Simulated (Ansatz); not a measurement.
## KVF3 and its elements: a formation energy from the elements, step by step

Program: Ansatz 0.2.0, Python API.

`kvf3_kvf3.cif`
```cif
data_KVF3
_cell_length_a 4.131000
_cell_length_b 4.131000
_cell_length_c 4.131000
_cell_angle_alpha 90.00000
_cell_angle_beta 90.00000
_cell_angle_gamma 90.00000
_symmetry_space_group_name_H-M 'P 1'
_symmetry_Int_Tables_number 1
loop_
_symmetry_equiv_pos_as_xyz
'x, y, z'
loop_
_atom_site_label
_atom_site_type_symbol
_atom_site_fract_x
_atom_site_fract_y
_atom_site_fract_z
K1 K    0.000000    0.000000    0.000000
V2 V    0.500000    0.500000    0.500000
F3 F    0.500000    0.500000    0.000000
F4 F    0.000000    0.500000    0.500000
F5 F    0.500000    0.000000    0.500000
```

`kvf3_k.cif`
```cif
data_K
_cell_length_a 4.524983
_cell_length_b 4.524983
_cell_length_c 4.524983
_cell_angle_alpha 109.47122
_cell_angle_beta 109.47122
_cell_angle_gamma 109.47122
_symmetry_space_group_name_H-M 'P 1'
_symmetry_Int_Tables_number 1
loop_
_symmetry_equiv_pos_as_xyz
'x, y, z'
loop_
_atom_site_label
_atom_site_type_symbol
_atom_site_fract_x
_atom_site_fract_y
_atom_site_fract_z
K1 K    0.000000    0.000000    0.000000
```

The script reads `kvf3_v.vasp`:
```text
V
1.0
  -1.51435000    1.51435000    1.51435000
   1.51435000   -1.51435000    1.51435000
   1.51435000    1.51435000   -1.51435000
V
1
Direct
   0.00000000    0.00000000    0.00000000
```

The script reads `kvf3_f2.extxyz`:
```text
2
Lattice="9.0 0.0 0.0 0.0 9.5 0.0 0.0 0.0 10.0" Properties=species:S:1:pos:R:3 pbc="T T T"
F     4.50000000    4.75000000    4.29000000
F     4.50000000    4.75000000    5.71000000
```

Typed at the interpreter:
```pycon
>>> from collections import Counter
>>> import ansatz as az
>>> from ase.io import read
>>> import numpy as np
>>> POLARISED = {'KVF3', 'V'}
>>> GASES = {'F2'}
>>> def compute(name, crystal):
...     calc = (
...         crystal.calculation()
...         .functional(az.Functional.LDA)
...         .basis(450)  # cutoff of the orbital basis
...         .kpoints(spacing=0.33)  # the mesh must be finer for metals
...         .occupations('fermi_dirac', width=0.05)  # the run then minimises F = E - TS
...         .stress()  # positive in compression
...     )
...     if name in POLARISED:
...         calc = calc.spin('collinear')
...     if name in GASES:
...         return calc.kpoints(1, 1, 1).relax(force_tolerance=0.03, max_steps=40).run()
...     calc = calc.relax(force_tolerance=0.03, max_steps=40, cell=True)
...     return calc.run()
...
>>> def counts(outcome):
...     return Counter(site.symbol for site in outcome.lattice.sites)
...
>>> def formation_energy(outcome, mu):
...     n = counts(outcome)
...     return (outcome.report['energy_sigma0_ev'] - sum(k * mu[element] for element, k in n.items())) / sum(n.values())
...
>>> def volume_per_atom(outcome):
...     return abs(np.linalg.det(outcome.lattice.cell_ang)) / len(outcome.lattice.sites)
...
>>> phases = {}
>>> atoms = read('kvf3_kvf3.cif')
>>> kvf3 = az.Crystal.from_ase(atoms).moments(V=1.5)
>>> phases['KVF3'] = kvf3
>>> atoms = read('kvf3_k.cif')
>>> k = az.Crystal.from_ase(atoms)
>>> phases['K'] = k
>>> atoms = read('kvf3_v.vasp', format='vasp')
>>> v = az.Crystal.from_ase(atoms).moments(V=1.5)
>>> phases['V'] = v
>>> f2 = az.Crystal.from_extxyz('kvf3_f2.extxyz')
>>> phases['F2'] = f2
>>> done = {name: compute(name, crystal) for name, crystal in phases.items()}
RunWarning: the starting moments were not kept: the SCF closed with an absolute magnetisation of 2.2e-6 μB, where they sum to 1.5 μB in size (1 site). That is at most 0.1 of that sum. Measured as dr2_m measures the in/out step, that magnetisation stands 2.2e-12 eV from none, at or under the dr2_threshold of 1.0e-7 eV: [...]
DeckWarning: output.stress: scf.convergence.dr2_threshold = 1e-7 eV (the SCF's general default) is looser than the 2e-10 eV advised for a printed stress (1e-10 eV for each atom of the cell: 2). What an SCF threshold leaves in a stress goes as its square root, and in the free energy as the threshold itself, and one [...]
>>> # chemical potentials of the elements at zero temperature
>>> references = {'K': 'K', 'V': 'V', 'F': 'F2'}
>>> mu = {element: done[name].report['energy_sigma0_ev'] / len(done[name].lattice.sites) for element, name in references.items()}
>>> target = done['KVF3']
>>> heat = formation_energy(target, mu)
>>> for element, value in mu.items():
...     print(f'mu({element}) = {value:.4f} eV from {references[element]}, {volume_per_atom(done[references[element]]):.2f} A^3/atom')
...
mu(K) = -1496.2298 eV from K, 64.75 A^3/atom
mu(V) = -2860.4642 eV from V, 12.44 A^3/atom
mu(F) = -790.7020 eV from F2, 427.50 A^3/atom
>>> print(f'formation energy of KVF3: {heat:.4f} eV/atom = {96.4853 * heat:.1f} kJ/mol of atoms')
formation energy of KVF3: -2.7448 eV/atom = -264.8 kJ/mol of atoms
```

The formation energy is -2.745 eV an atom (-264.8 kJ per mole of atoms), so KVF3 lies below the reference phases.

Reading the output:
- Absolute energies stand on the zero of these potentials, so only differences at equal settings mean something.
- The SCF didn't keep the moments it started from (some shrank, vanished or turned); what is printed is the state reached.
- For the metals among these phases the mesh is modest: differences between phases can be off by up to 40 meV an atom.
- Without a Hubbard U or exact exchange, semilocal functionals often make such 3d compounds metallic or too weakly gapped.
- The cells come from databases of deposited and of computed structures, and not all need be stable phases.
- Warnings are shown shortened and without file and line.
- The compound is the structure given, not necessarily its lowest; energies are at zero temperature, with no correction for gases. Magnetic phases start from parallel moments and may not end in their lowest magnetic state. A semilocal functional's error on such energies is often 0.05 to 0.1 eV an atom, and 0.1 to 0.3 eV against gases such as O2 or F2.
- It ran for 28 s on 1 thread of Arm Neoverse V2 (shared host), peak memory 0.62 GiB.

(Lines on the test bed's own set-up are left out of the output.)
